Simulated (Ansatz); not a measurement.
# Ti: a line through an energy map

One table from this session's results is given with a row withheld; the runs are named, their logs left out.

Program: Ansatz 0.2.0. Level of theory: DFT PBEsol, scalar-relativistic, plane waves, PAW. These are calculated values, not measurements.

26 further runs of the same task are left out: 26 set aside as unsound or not needed.

### The structure to begin with

It takes space group Im-3m (No. 229, cubic). Conventional cell: a = 3.210 Å, b = 3.210 Å, c = 3.210 Å, α = 90.00°, β = 90.00°, γ = 90.00°. Ti (site symmetry m-3m) is surrounded by 8 Ti at 2.78 Å.

Coordinates:

```xyz
1
Lattice="-1.6050 1.6050 1.6050 1.6050 -1.6050 1.6050 1.6050 1.6050 -1.6050" Properties=species:S:1:pos:R:3 pbc="T T T"
Ti    0.0000    0.0000    0.0000
```

It is the result of an earlier relaxation at this level (volume 16.54 Å³/atom; gap on the mesh: none (metal)).

### What is varied

The energy is mapped over volume and the cell's shape.

The axes are (1) volume per atom: 7 values from 13.89 to 19.18 Å³; (2) c/a of the conventional cell: 9 values from 0.861 to 1.566.

Nothing else is relaxed (symmetry fixes all fractional coordinates). Energies count from the relaxed crystal. Points are written as (first, second).

Set-up of the first run:

input.yaml reads:

```yaml
crystal:
  lattice:
    - [-1.3707289715, 1.3707289715, 1.8482909452]
    - [1.3707289715, -1.3707289715, 1.8482909452]
    - [1.3707289715, 1.3707289715, -1.8482909452]
  atoms:
    - { symbol: Ti, position: [0.0, 0.0, 0.0] }
basis:
  ecutwfc: 520.0
kpoints:
  mp_grid: { grid: [22, 22, 22] }
hamiltonian:
  xc: pbesol
  pseudopotentials: { kind: paw, azcp: { folder: soft_1 } }
scf:
  occupations: { method: gaussian, width: 0.15 }
output:
  forces: true
  stress: true
  eigenvalues: true
```

On the command line:

```console
ansatz run input.yaml --threads 1 --pin off --max-ram 2048MiB --backend cpu --events-out ev --progress --plain --runs-dir out
```

Steps of the session up to this table: Grid point (13.89 Å³, 1.348); Point (15.65 Å³, 1.348); Grid point (16.54 Å³, 1.348); Grid point (18.30 Å³, 1.348); Point (19.18 Å³, 1.348).

One table of the session follows, with a row left open; its other results are not shown here.

| volume per atom (Å³) | energy (meV/atom) | slope (meV/atom per Å³) | pressure (GPa) |
| --- | --- | --- | --- |
| 13.89 | 174 | −177 | 28.3 |
| 14.77 | ? | ? | ? |
| 15.65 | −17 | −51 | 8.1 |
| 16.54 | −42 | −6 | 1.0 |
| 17.42 | −31 | 29 | −4.6 |
| 18.30 | 7 | 56 | −9.0 |
| 19.18 | 66 | 78 | −12.5 |

**Question.** Estimate the row for volume per atom (Å³) = 14.77.

Worked estimate for «energy (meV/atom)». A straight line through the neighbours (13.89, 174) and (15.65, −17) gives 174 + (−17 − 174) × (14.77 − 13.89) / (15.65 − 13.89) = 79; a parabola fitted to 3 rows on both sides gives 55.

As computed: energy (meV/atom): 51; slope (meV/atom per Å³): −106; pressure (GPa): 17.0. In «energy (meV/atom)» the line misses by +28 and the parabola by +4.

Energies count from the relaxed crystal. Rows without a step come from runs not printed here or follow by symmetry. Slopes come from the forces (and the stress, where the cell changes), not from differences of energies.

In words: Along the line the energy is lowest at 16.54 Å³, −42 meV/atom from the zero. Energies and slopes round the minimum, fitted together, put the minimum at 16.682 Å³, with a curvature of about 43 meV/atom per (Å³)². V·d²E/dV² there is about 110 GPa, a bulk modulus under this line's constraint. The well is lopsided: two grid steps out, the energy rises by 93 meV/atom towards smaller values and 48 meV/atom towards larger ones. The highest point computed, at 13.89 Å³, lies 216 meV/atom above the lowest. This is one cut through a surface in two coordinates; the map's lowest point lies off it.

Limits of these values: Warnings in the runs' records: pseudo functional mismatch.
